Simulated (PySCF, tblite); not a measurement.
# C₄H₁₃BP₂: geometry, infrared bands and NMR shifts

What infrared bands and NMR shifts should C₄H₁₃BP₂ (`[BH3-][P@@+](C)(C=C)CP`) show?

Programs: tblite 0.8.0 and PySCF 2.14.0, with density-fitted response routines of our own. Each step states its level of theory. These are calculated values for one molecule in the gas phase, unless marked as measured. Atoms count from 0, in the outputs and in this text.

## (1) Starting geometry

20 atoms, charge 0, multiplicity 1; geometry from: force field or distance geometry start.

Bonds of the start (Å): B0–P1 1.90, P1–C2 1.81, P1–C3 1.78, C3–C4 1.34, P1–C5 1.81, C5–P6 1.85, B0–H7 1.18, B0–H8 1.18, B0–H9 1.20, C2–H10 1.11, C2–H11 1.11, C2–H12 1.12, C3–H13 1.09, C4–H14 1.07, C4–H15 1.10, C5–H16 1.13, C5–H17 1.10, P6–H18 1.47, P6–H19 1.48.

## (2) Optimising the geometry with GFN2-xTB

The job: settings as JSON, then the geometry in Å.

```
{"job": {"kind": "relax", "xc": "GFN2-xTB", "basis": "xTB"}, "charge": 0, "multiplicity": 1}
B     -0.905100    -1.355600     1.026600
P     -0.350100    -0.126900    -0.313300
C     -1.341400    -0.481900    -1.791200
C     -0.676000     1.539000     0.227600
C     -0.716100     1.897100     1.520900
C      1.378600    -0.421200    -0.759100
P      2.552000     0.281800     0.485500
H     -0.007400    -1.491000     1.774400
H     -1.867100    -0.973800     1.596800
H     -1.150900    -2.415300     0.531000
H     -0.836900     0.017300    -2.641000
H     -1.412900    -1.576400    -1.972100
H     -2.353500    -0.038800    -1.631100
H     -0.850500     2.287300    -0.540100
H     -0.554300     1.233200     2.343800
H     -0.931700     2.955400     1.709900
H      1.579900    -1.520900    -0.892100
H      1.618700     0.035000    -1.727100
H      3.648800     1.021300    -0.149400
H      3.170800    -0.854800     1.196900
```

The run is started by

```bash
$ OMP_NUM_THREADS=1 python probes_run.py task.json out
```

This one command runs all jobs of the session in turn.

**Question.** This job is followed by: GFN2-xTB harmonic vibrations, gas phase; GIAO PBE0/pcSseg-1 NMR shielding, non-relativistic, gas phase. What will the session give for the following? strongest single infrared mode (GFN2-xTB); zero-point energy (GFN2-xTB); 13C shifts against TMS (PBE0/pcSseg-1); 1H shifts against TMS (PBE0/pcSseg-1, means over atoms taken as alike); 11B shifts against BF3·OEt2 (PBE0/pcSseg-1); 31P shifts against H3PO4 (PBE0/pcSseg-1); surface potential, 1st and 99th percentile.

**Answer**, as computed:

| quantity | value |
| --- | --- |
| strongest single infrared mode (GFN2-xTB) | 2407 cm⁻¹, 182 km/mol |
| zero-point energy (GFN2-xTB) | 95.9 kcal/mol |
| 13C shifts against TMS (PBE0/pcSseg-1) | 148.7, 139.2, 18.9, 17.9 ppm |
| 1H shifts against TMS (PBE0/pcSseg-1, means over atoms taken as alike) | 6.72, 6.62, 6.14, 2.88, 2.30, 1.40, 1.14, 0.64 ppm |
| 11B shifts against BF3·OEt2 (PBE0/pcSseg-1) | -52.6 ppm |
| 31P shifts against H3PO4 (PBE0/pcSseg-1) | -4.9, -202.1 ppm |
| surface potential, 1st and 99th percentile | -1.41 V and 1.33 V |

**Reading.** The optimisation took 91 steps and gained 1.305 eV; among the close pairs (by a distance rule), P6–H19 changed most, from 1.477 to 1.389 Å. The lowest mode is slightly imaginary (13i cm⁻¹), a soft motion within the noise of the Hessian, so the minimum is not strictly shown. The strongest single mode, at 2407 cm⁻¹, moves mainly H9. GFN2-xTB is a fitted tight-binding method: band positions and strengths are rough. Its intensities can rank the bands wrongly. C4 (terminal =CH2 carbon) lies farthest downfield among carbon, at 148.7 ppm; the olefinic region. At PBE0/pcSseg-1: Shielding is most anisotropic at C4 (span 258 ppm, paramagnetic term -216 ppm). By nearest atom (PBE0/pcSseg-1), the HOMO sits on P6 64 %; H18, H19 about 9 % each and the LUMO on C3, C4 about 28 % each; H14, H15 about 8 % each.
